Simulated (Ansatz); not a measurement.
Consider a frozen displacement of one atom of LaMg₃, space group Pm-3m (Ansatz 0.2.0 through its Python package).

The script, `lamg3_push.py`:
```python
"""Frozen displacement of one atom in LaMg3."""

import ansatz as az
import numpy as np
from pymatgen.core import Lattice, Structure
from pymatgen.io.ase import AseAtomsAdaptor

SETTINGS = {
    "xc": "LDA",
    "filling": "Fermi-Dirac",
}

pmg_structure = Structure(
    Lattice([(4.826313, 0.0, 0.0), (0.0, 4.826313, 0.0), (0.0, 0.0, 4.826313)]),
    ["La", "Mg", "Mg", "Mg"],
    [
        (0.0, 0.0, 0.0),
        (0.5, 0.5, 0.0),
        (0.5, 0.0, 0.5),
        (0.0, 0.5, 0.5),
    ],
)
crystal = az.Crystal.from_ase(AseAtomsAdaptor.get_atoms(pmg_structure))

inverse = np.linalg.inv(np.array(crystal.lattice.vectors))
home = np.array(crystal.sites[0].position)
values = np.linspace(-0.02, 0.02, 5)
energies, pulls = [], []
for shift in values:
    moved = crystal.move(0, to=home + shift * inverse[1])
    calculation = (
        moved.calculation()
        .kpoints(5)
        .functional(SETTINGS["xc"])
        .occupations(SETTINGS["filling"])
        .forces()
    )
    summary = calculation.run().report
    energies.append(summary["free_energy_ev"])
    pulls.append(summary["forces_ev_ang"][0][1])

# the force is minus the slope of the free energy
print("shift (A)   dE (eV)   force along y (eV/A)")
for shift, e, f in zip(values, energies, pulls):
    print(f"{shift:8.3f} {e - energies[2]:10.5f} {f:12.4f}")
print(f"stiffness from energies {2 * np.polyfit(values, energies, 2)[0]:.3f}, from forces {-np.polyfit(values, pulls, 1)[0]:.3f} eV/A^2")
```

How stiff is this displacement, and do energies and forces agree?

The curvature of the energy gives 4.494 eV/Å² and the slope of the force 4.494 eV/Å², a positive curvature.

The run itself:

`python lamg3_push.py` gives:
```text
DeckWarning: basis.ecutwfc = 420 eV, auto-derived from the records' recommended cutoffs: set by La (normal level)
shift (A)   dE (eV)   force along y (eV/A)
  -0.020    0.00090       0.0899
  -0.010    0.00022       0.0449
   0.000    0.00000      -0.0000
   0.010    0.00022      -0.0449
   0.020    0.00090      -0.0899
stiffness from energies 4.494, from forces 4.494 eV/A^2
```
(Warnings from the package without file and line.)

Notes:
- For a metal this k-point mesh is coarse: on a finer one energies can move by several to tens of meV an atom and pressures by half a GPa or more, differences at one mesh by less.
- In a metal a curvature from energy changes of a few meV or less hangs on mesh and smearing, in size and even in sign.
- This cell is a computed structure, which may not be the phase found in nature.
- All periodic images of the atom move with it, so the curvature is one diagonal element of the zone-centre force constants and no normal mode; a positive value doesn't exclude soft modes in which several atoms move.
- Run time: 21 s on 1 thread of Arm Neoverse V1 (shared host), peak memory 0.46 GiB.
